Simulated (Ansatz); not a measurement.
**TiCo: how the settings move a single-point run**

How sensitive is a single-point run of TiCo to its settings? A reference run comes first, then one run with altered input.

Method: reference: DFT, PBEsol, PAW with Ansatz's default frozen-core files, scalar-relativistic, in Ansatz 0.2.0.

**1. The structure to begin with**

Symmetry: Pm-3m, No. 221, cubic system. The conventional cell has a = 3.006 Å, b = 3.006 Å, c = 3.006 Å, α = 90.00°, β = 90.00°, γ = 90.00°. Ti (site symmetry m-3m) has 8 Co at 2.60 Å as nearest neighbours. Around Co (site symmetry m-3m) lie 8 Ti at 2.60 Å.

Coordinates:

```cif
data_structure
_symmetry_space_group_name_H-M 'P 1'
_symmetry_Int_Tables_number 1
_cell_length_a 3.0059
_cell_length_b 3.0059
_cell_length_c 3.0059
_cell_angle_alpha 90.000
_cell_angle_beta 90.000
_cell_angle_gamma 90.000
_cell_volume 27.16
loop_
_atom_site_label
_atom_site_type_symbol
_atom_site_fract_x
_atom_site_fract_y
_atom_site_fract_z
_atom_site_occupancy
Ti1 Ti 0.00000 0.00000 0.00000 1
Co1 Co 0.50000 0.50000 0.50000 1
```

**2. Reference**

input.yaml reads:

```yaml
crystal:
  lattice:
    - [3.0058871358, 0.0, 0.0]
    - [0.0, 3.0058871358, 0.0]
    - [0.0, 0.0, 3.0058871358]
  atoms:
    - { symbol: Ti, position: [0.0, 0.0, 0.0], spin: -1.0 }
    - { symbol: Co, position: [0.5, 0.5, 0.5], spin: 2.0 }
magnetization:
  spin_polarized: true
kpoints:
  mp_grid: { grid: [11, 11, 11] }
scf:
  occupations: { method: fermi_dirac, width: 0.03 }
hamiltonian:
  xc: pbesol
  pseudopotentials: { kind: paw }
output:
  forces: true
  stress: true
  eigenvalues: true
  efg: { contact_densities: true }
```

The run is started by

```
ansatz run input.yaml --threads 1 --pin off --max-ram 3072MiB --backend cpu --events-out ev --progress --plain --runs-dir out
```

**3. Changed: dr2_threshold 1.0e-08**

input.yaml, as its differences from that of step 2:

```diff
@@ -14,2 +14,3 @@
   occupations: { method: fermi_dirac, width: 0.03 }
+  convergence: { dr2_threshold: 1.0e-08 }
 hamiltonian:
@@ -22 +23,5 @@
   efg: { contact_densities: true }
+  write_density: true
+  write_potential: true
+  elf: true
+  volumetric_format: npy
```

Q: Predict the outcome of this session. Wanted: for each run, ending; energy change; pressure; abs. moment; force.

The runs gave:

| run | ending | energy change | pressure (GPa) | abs. moment (μB) | force (eV/Å) | cycles | time |
| --- | --- | --- | --- | --- | --- | --- | --- |
| reference | converged | 0 | -10.1 | 1.11 | 0.00 | 11 | 8.3 s |
| 1: dr2_threshold 1.0e-08 | converged | 0.0 meV/atom | -10.1 | 1.11 | 0.00 | 12 | 9.6 s |

Times don't compare one to one where runs were asked for different outputs or read a saved state (see the inputs); cycles may leave out searches for a lower state.

Residual by cycle in the longest SCF loop of each run; runs are numbered as in the table. The quantity is the density residual dr2, in eV.

| cycle | reference | run 1 |
| --- | --- | --- |
| 1 | 2.05 | 2.05 |
| 2 | 0.847 | 0.847 |
| 3 | 2.08 | 2.08 |
| 4 | 0.0221 | 0.0221 |
| 5 | 0.0108 | 0.0108 |
| 6 | 6.4e-4 | 6.4e-4 |
| 7 | 0.00152 | 0.00152 |
| 8 | 6.0e-6 | 6.0e-6 |
| 9 | 1.4e-6 | 1.4e-6 |
| 10 | 2.9e-8 | 2.9e-8 |
| 11 | 1.5e-8 | 1.5e-9 |
| 12 | - | 1.5e-9 |

The changed convergence setting doesn't alter the result here (within 0.5 meV/atom).
